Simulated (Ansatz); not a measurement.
# B2H7NSi: one species, many methods

One table from this session's results is given with a row withheld; the runs are named, their logs left out.

The runs use Ansatz 0.2.0, Gaussian basis; functionals in def2-TZVPP, the program's frozen cores in correlated methods.

The runs, in order: LDA (SPW92), PBE-D4, revPBE-D4, BLYP-D4, r2SCAN-D4, B97M-V, PBE0-D4, B3LYP-D4, r2SCANh-D4, r2SCAN0-D4, HSE06-D4, BHLYP-D4, CAM-B3LYP-D4, LC-ωPBE, ωB97X-V, ωB97M-V, B2PLYP, PBE-QIDH; CCSD(T)/def2-SVP; CCSD(T)/def2-TZVPP; MP2/def2-QZVPP; extrapolation to the limit; RPA on PBE.

### The relaxed structure

The geometry comes from an earlier relaxation with PBE0-D4 in a triple-zeta def2 set; it is a stationary point, not always the lowest conformer.

SMILES `BB(N)[SiH3]`, 11 atoms, charge 0, spin multiplicity 1.

Atoms are counted from 1 here; the program's logs count them from 0.

Bond lengths: B1–B2 1.645 Å, B1–H5 1.201 Å, B1–H6 1.201 Å, B2–N3 1.390 Å, B2–Si4 2.048 Å, N3–H7 1.007 Å, N3–H8 1.007 Å, Si4–H9 1.490 Å, Si4–H10 1.496 Å, Si4–H11 1.490 Å. Angles: B2–B1–H5 121.7°, B2–B1–H6 121.8°, H5–B1–H6 115.8°, B1–B2–N3 132.3°, B1–B2–Si4 111.5°, N3–B2–Si4 116.2°, B2–N3–H7 123.5°, B2–N3–H8 123.5°, H7–N3–H8 113.0°, B2–Si4–H9 112.4°, B2–Si4–H10 109.2°, B2–Si4–H11 112.4°, H9–Si4–H10 107.7°, H9–Si4–H11 107.3°, H10–Si4–H11 107.7°.

As a file:

```xyz
11
B2H7NSi
B    -1.02596    1.47419    0.04766
B    -0.30964    0.03245    0.38447
N    -0.48245   -0.87751    1.42042
Si    1.09162   -0.45881   -1.02589
H    -1.96544    1.55450   -0.69574
H    -0.53805    2.51703    0.38841
H    -1.14085   -0.74618    2.17092
H     0.03768   -1.73608    1.49819
H     0.50240   -0.59242   -2.38763
H     1.71002   -1.77249   -0.66716
H     2.18597    0.54823   -1.11304
```

Set-up of the first run:

in.yaml

```yaml
crystal:
  periodic: [false, false, false]
  atoms:
    - {symbol: B, position_ang: [-1.025956, 1.474187, 0.047660]}
    - {symbol: B, position_ang: [-0.309641, 0.032451, 0.384472]}
    - {symbol: N, position_ang: [-0.482451, -0.877506, 1.420419]}
    - {symbol: Si, position_ang: [1.091615, -0.458812, -1.025894]}
    - {symbol: H, position_ang: [-1.965442, 1.554496, -0.695743]}
    - {symbol: H, position_ang: [-0.538052, 2.517027, 0.388409]}
    - {symbol: H, position_ang: [-1.140846, -0.746184, 2.170917]}
    - {symbol: H, position_ang: [0.037678, -1.736081, 1.498190]}
    - {symbol: H, position_ang: [0.502403, -0.592415, -2.387634]}
    - {symbol: H, position_ang: [1.710018, -1.772495, -0.667160]}
    - {symbol: H, position_ang: [2.185974, 0.548232, -1.113037]}
basis:
  gaussian: {orbitals: def2-TZVPP}
hamiltonian: {xc: lda}
output: {orbitals: {seedname: orbitals}}
```

Run with:

```console
ansatz run in.yaml --threads 2 --pin off --events-out ev --progress --plain --max-ram 4352MiB
```

Among the steps run: LDA; PBE-D4 (GGA); revPBE-D4 (GGA); BLYP-D4 (GGA); r2SCAN-D4 (meta-GGA); B97M-V (meta-GGA); B3LYP-D4 (hybrid); r2SCANh-D4 (hybrid); r2SCAN0-D4 (hybrid); HSE06-D4 (hybrid); BHLYP-D4 (hybrid); CAM-B3LYP-D4 (range-separated); LC-ωPBE (range-separated); ωB97X-V (range-separated); ωB97M-V (range-separated); B2PLYP (double hybrid); PBE-QIDH (double hybrid).

One table of the session follows, with a row left open; its other results are not shown here.

| functional | HOMO (eV) | LUMO (eV) | gap (eV) |
| --- | --- | --- | --- |
| LDA (SPW92) | -6.22 | -2.92 | 3.30 |
| PBE-D4 | -6.12 | -2.66 | 3.47 |
| revPBE-D4 | -6.08 | -2.54 | 3.54 |
| BLYP-D4 | -6.01 | -2.49 | 3.52 |
| r2SCAN-D4 | -6.33 | -2.32 | 4.01 |
| B97M-V | -6.45 | -2.48 | 3.97 |
| PBE0-D4 | -7.27 | -1.72 | 5.55 |
| B3LYP-D4 | -7.09 | -1.92 | 5.17 |
| r2SCANh-D4 | -6.76 | -2.00 | 4.75 |
| r2SCAN0-D4 | -7.40 | -1.53 | 5.87 |
| HSE06-D4 | -6.87 | -2.10 | 4.77 |
| BHLYP-D4 | ? | ? | ? |
| CAM-B3LYP-D4 | -8.60 | -0.66 | 7.94 |
| LC-ωPBE | -9.91 | 0.52 | 10.43 |
| ωB97X-V | -9.58 | 0.40 | 9.98 |
| ωB97M-V | -9.39 | 0.12 | 9.51 |

Estimate the missing values for BHLYP-D4.

Worked estimate for «HOMO (eV)». Against the share of exact exchange, BLYP-D4 (0, -6.01), B3LYP-D4 (0.2, -7.09) give a slope of -5.40 per unit share; at 0.5 the line stands at -8.71.

**Answer.** HOMO (eV): -8.35; LUMO (eV): -0.74; gap (eV): 7.62. In «HOMO (eV)» the line misses by -0.36.
